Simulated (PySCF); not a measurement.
# C3H9B (trimethylborane): the cost of one run

Computed with PySCF 2.14.0, with density-fitted response routines of our own, on a single molecule, in the gas phase or a continuum. Atoms count from 0, in the outputs and in this text.

### Step 1. The starting structure

13 atoms, charge 0, multiplicity 1; geometry from: GFN2-xTB. The atoms were then displaced at random by about 0.01 Å, so the start is not that level's minimum.

Bonds of the start (Å): C0–B1 1.55, B1–C2 1.56, B1–C3 1.55, C0–H4 1.09, C0–H5 1.09, C0–H6 1.10, C2–H7 1.10, C2–H8 1.09, C2–H9 1.09, C3–H10 1.13, C3–H11 1.09, C3–H12 1.06.

### Step 2. Optimising the geometry at PBE0-D3(BJ)/def2-SVP

The job: settings as JSON, then the geometry in Å.

```
{"job": {"xc": "PBE0", "basis": "def2-SVP", "d3": "d3bj", "grid": 1, "shake": 0.01, "kind": "geom"}, "charge": 0, "multiplicity": 1}
C     -0.452480     1.481100    -0.045540
B      0.003410     0.000040    -0.022350
C      1.523300    -0.347670     0.072490
C     -1.026330    -1.153890    -0.060140
H     -0.892310     1.760860     0.913320
H      0.311320     2.229860    -0.264020
H     -1.266600     1.664370    -0.766600
H      1.845900    -0.313600     1.128550
H      2.185530     0.374870    -0.407210
H      1.786000    -1.343640    -0.271210
H     -2.055670    -0.857400     0.295240
H     -1.171930    -1.487310    -1.082600
H     -0.784310    -2.024480     0.499750
```

On the command line:

```bash
OMP_NUM_THREADS=1 python probes_run.py task.json out
```

One launch serves the whole session: the jobs run in the order shown.

Q: Estimate the wall time and peak memory of this first job on 1 thread of Arm Neoverse V1, shared host.

About 14 s, with a peak of 0.42 GiB.
